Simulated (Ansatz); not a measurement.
## H₅N₂OSb, SMILES [NH2][Sb]([NH2])[OH]: a rigid scan of one bond angle, step by step

With Ansatz 0.2.0 through its Python package.

At the Python prompt:
```pycon
>>> import ansatz
>>> from ase import Atoms
>>> BASIS_SET = "def2-SVP"
>>> FUNCTIONAL = "pbe0"
>>> FORCE_TOL = 0.02
>>> atoms = Atoms(["N", "Sb", "N", "O", "H", "H", "H", "H", "H"], positions=[
...     (-0.3426, 1.1779, -1.0434),
...     (0.6512, 0.6782, 0.6756),
...     (1.4784, -0.975, -0.2887),
...     (-0.8268, -0.4158, 1.3471),
...     (-0.9107, 0.3705, -1.3962),
...     (-1.1081, 1.9404, -0.7661),
...     (1.9433, -1.5751, 0.4811),
...     (0.7708, -1.5047, -0.7138),
...     (-1.567, 0.2573, 1.6873),
... ])
>>> first = (
...     ansatz.Crystal.molecule_from_ase(atoms).calculation()
...     .basis(gaussian=BASIS_SET)
...     .functional(FUNCTIONAL)
...     .relax(force_tolerance=FORCE_TOL, max_steps=80)
... )
>>> atoms.positions = first.run().report["positions_ang"]

>>> rows = []
>>> for angle in [85, 95, 105, 115, 125, 140, 160]:
...     bent = atoms.copy()
...     bent.set_angle(1, 3, 8, angle, indices=[8])
...     job = (
...         ansatz.Crystal.molecule_from_ase(bent).calculation()
...         .basis(gaussian=BASIS_SET)
...         .functional(FUNCTIONAL)
...     )
...     rows.append((angle, job.run().report["free_energy_ev"]))
...
>>> floor = min(e for _, e in rows)
>>> for angle, e in rows:
...     print(f"angle Sb1-O3-H8 = {angle:3d} deg   {1000 * (e - floor):9.1f} meV")
...
angle Sb1-O3-H8 =  85 deg       295.5 meV
angle Sb1-O3-H8 =  95 deg        97.1 meV
angle Sb1-O3-H8 = 105 deg         7.5 meV
angle Sb1-O3-H8 = 115 deg         0.0 meV
angle Sb1-O3-H8 = 125 deg        52.5 meV
angle Sb1-O3-H8 = 140 deg       199.2 meV
angle Sb1-O3-H8 = 160 deg       415.5 meV
```

Caveats:
- The scan is rigid, and the energies are electronic, in a modest basis. The zero is the lowest point of the grid, which needn't be the minimum.
- def2 sets replace the cores of elements past krypton by effective core potentials.
- It ran for 42 s on 1 thread of Intel(R) Xeon(R) 6975P-C (Granite Rapids), on a shared host, peak memory 0.28 GiB.

(Lines on the test bed's own set-up are left out of the output.)
